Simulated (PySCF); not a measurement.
# GeH₂Cl₂: fields and orbitals

For GeH₂Cl₂, the scripts below analyse its density (charges, bond critical points, surface potential), see where an electron leaves and enters and measure its response to a uniform field.

Method: levels as typed in each script, gas phase, geometry from GFN2-xTB; program: PySCF 2.14.0.

## Step 1: The starting structure

SMILES `Cl[GeH2]Cl`, 5 atoms, charge 0, spin multiplicity 1.

Bond lengths: Cl1–Ge2 2.097 Å, Ge2–Cl3 2.097 Å, Ge2–H4 1.513 Å, Ge2–H5 1.513 Å. Angles: Cl1–Ge2–Cl3 108.2°, Cl1–Ge2–H4 109.4°, Cl1–Ge2–H5 109.4°, Cl3–Ge2–H4 109.4°, Cl3–Ge2–H5 109.4°, H4–Ge2–H5 110.9°.

As a file:

| atom | x (Å) | y (Å) | z (Å) |
| --- | --- | --- | --- |
| Cl1 | -1.69847 | -0.64042 | -0.00001 |
| Ge2 | -0.00005 | 0.58989 | 0.00000 |
| Cl3 | 1.69857 | -0.64035 | 0.00001 |
| H4 | -0.00029 | 1.44829 | 1.24624 |
| H5 | 0.00030 | 1.44830 | -1.24624 |

## Step 2: Density, bond paths and surface potential (wB97X/def2-tzvp)

input.py reads:

```python
import numpy as np
from pyscf import gto, scf, dft
from pyscf.scf import atom_ks, atom_hf
from scipy.linalg import block_diag

def solve(mol, dm0=None, hcore=None):
    mf = (dft.UKS if mol.spin else dft.RKS)(mol, xc='wb97x')
    mf.grids.level = 3
    mf = mf.density_fit(auxbasis='def2-universal-jkfit')
    mf.conv_tol, mf.max_cycle = 1e-8, 80
    if hcore is not None:
        mf.get_hcore = lambda *args: hcore
    mf.kernel(dm0)
    if not mf.converged:
        mf = mf.newton().run(mf.mo_coeff, mf.mo_occ, max_cycle=30)
    assert mf.converged, 'SCF not converged'
    return mf

mol = gto.M(atom='''
Cl    -1.69847    -0.64042    -0.00001
Ge    -0.00005     0.58989     0.00000
Cl     1.69857    -0.64035     0.00001
H     -0.00029     1.44829     1.24624
H      0.00030     1.44830    -1.24624
''', basis='def2-tzvp', charge=0, spin=0, verbose=4)
mf = solve(mol)
mf.analyze()
# spherically averaged free atoms, for the promolecule
atm = atom_ks.get_atm_nrks(mol, xc='wb97x')
pro = block_diag(*[(atm[a[0]][2] * atm[a[0]][3]) @ atm[a[0]][2].T for a in mol._atom])
np.savez('result.npz', e=mf.e_tot, c=mf.mo_coeff, occ=mf.mo_occ, eps=mf.mo_energy, pro=pro, dip=mf.dip_moment(verbose=0), s2=mf.spin_square()[0])
```

Command:

```
$ OMP_NUM_THREADS=1 python input.py
```

## Step 4: Removing and adding an electron (wB97X/def2-tzvp)

input.py reads:

```python
import numpy as np
from pyscf import gto, scf, dft
from pyscf.scf import atom_ks, atom_hf
from scipy.linalg import block_diag

def solve(mol, dm0=None, hcore=None):
    mf = (dft.UKS if mol.spin else dft.RKS)(mol, xc='wb97x')
    mf.grids.level = 3
    mf = mf.density_fit(auxbasis='def2-universal-jkfit')
    mf.conv_tol, mf.max_cycle = 1e-8, 80
    if hcore is not None:
        mf.get_hcore = lambda *args: hcore
    mf.kernel(dm0)
    if not mf.converged:
        mf = mf.newton().run(mf.mo_coeff, mf.mo_occ, max_cycle=30)
    assert mf.converged, 'SCF not converged'
    return mf

mol = gto.M(atom='''
Cl    -1.69847    -0.64042    -0.00001
Ge    -0.00005     0.58989     0.00000
Cl     1.69857    -0.64035     0.00001
H     -0.00029     1.44829     1.24624
H      0.00030     1.44830    -1.24624
''', basis='def2-tzvp', charge=0, spin=0, verbose=4)
mf = solve(mol)
out = dict(e0=mf.e_tot, dm0=mf.make_rdm1(), c=mf.mo_coeff, occ=mf.mo_occ, eps=mf.mo_energy)
for name, dq, spin in [('cation', 1, 1)]:
    ion = mol.copy().set(charge=mol.charge + dq, spin=spin).build()
    mi = solve(ion)
    if spin and dq > 0 and mol.nao < 130:
        c, _, stable, _ = mi.stability(return_status=True)
        if not stable:
            mi = solve(ion, mi.make_rdm1(c, mi.mo_occ))
    print(name, 'vertical energy change / eV', (mi.e_tot - mf.e_tot) * 27.211386)
    out.update({'e_' + name: mi.e_tot, 'dm_' + name: mi.make_rdm1(), 's2_' + name: mi.spin_square()[0], 'eps_' + name: mi.mo_energy, 'occ_' + name: mi.mo_occ})
# spherically averaged free atoms, for the promolecule
atm = atom_ks.get_atm_nrks(mol, xc='wb97x')
pro = block_diag(*[(atm[a[0]][2] * atm[a[0]][3]) @ atm[a[0]][2].T for a in mol._atom])
np.savez('result.npz', pro=pro, **out)
```

## Step 6: Response to an electric field (wB97X/def2-tzvp)

input.py reads:

```python
import numpy as np
from pyscf import gto, scf, dft
from pyscf.scf import atom_ks, atom_hf
from scipy.linalg import block_diag

def solve(mol, dm0=None, hcore=None):
    mf = (dft.UKS if mol.spin else dft.RKS)(mol, xc='wb97x')
    mf.grids.level = 3
    mf = mf.density_fit(auxbasis='def2-universal-jkfit')
    mf.conv_tol, mf.max_cycle = 1e-8, 80
    if hcore is not None:
        mf.get_hcore = lambda *args: hcore
    mf.kernel(dm0)
    if not mf.converged:
        mf = mf.newton().run(mf.mo_coeff, mf.mo_occ, max_cycle=30)
    assert mf.converged, 'SCF not converged'
    return mf

mol = gto.M(atom='''
Cl    -1.69847    -0.64042    -0.00001
Ge    -0.00005     0.58989     0.00000
Cl     1.69857    -0.64035     0.00001
H     -0.00029     1.44829     1.24624
H      0.00030     1.44830    -1.24624
''', basis='def2-tzvp', charge=0, spin=0, verbose=4)
field = np.array([0.004, 0.0, 0.0])  # atomic units
mol.set_common_orig(mol.atom_charges() @ mol.atom_coords() / mol.atom_charges().sum())
mf = solve(mol)
out = dict(dm0=mf.make_rdm1(), d0=mf.dip_moment(unit='AU'), e0=mf.e_tot)
for name, sign in (('p', 1), ('m', -1)):
    h = mf.get_hcore() + sign * np.einsum('x,xij->ij', field, mol.intor('int1e_r'))
    mi = solve(mol, mf.make_rdm1(), h)
    out.update({'dm' + name: mi.make_rdm1(), 'd' + name: mi.dip_moment(unit='AU'), 'e' + name: mi.e_tot})
# spherically averaged free atoms, for the promolecule
atm = atom_ks.get_atm_nrks(mol, xc='wb97x')
pro = block_diag(*[(atm[a[0]][2] * atm[a[0]][3]) @ atm[a[0]][2].T for a in mol._atom])
np.savez('result.npz', pro=pro, **out)
```

(Steps that only read results are left out.)

Before running it: what results should come out? Wanted: dipole moment; HOMO, LUMO; vertical ionisation energy; polarisability along the field.

**Answer**, as computed:

| quantity | value |
| --- | --- |
| dipole moment (wB97X/def2-tzvp) | 1.72 D |
| HOMO, LUMO (wB97X/def2-tzvp) | -11.40, 1.73 eV |
| vertical ionisation energy (wB97X/def2-tzvp) | 11.59 eV |
| polarisability along the field (wB97X/def2-tzvp) | 59.3 bohr³ |

At wB97X/def2-tzvp: The highest Hirshfeld charge is on Ge2 (+0.38 e), the lowest on Cl1 and Cl3 (−0.14 e). The ionisation energy from two SCF runs, 11.59 eV, lies 0.2 eV above −ε(HOMO) = 11.40 eV of the same level, wB97X/def2-tzvp. All values hold at the given geometry, in the gas phase.
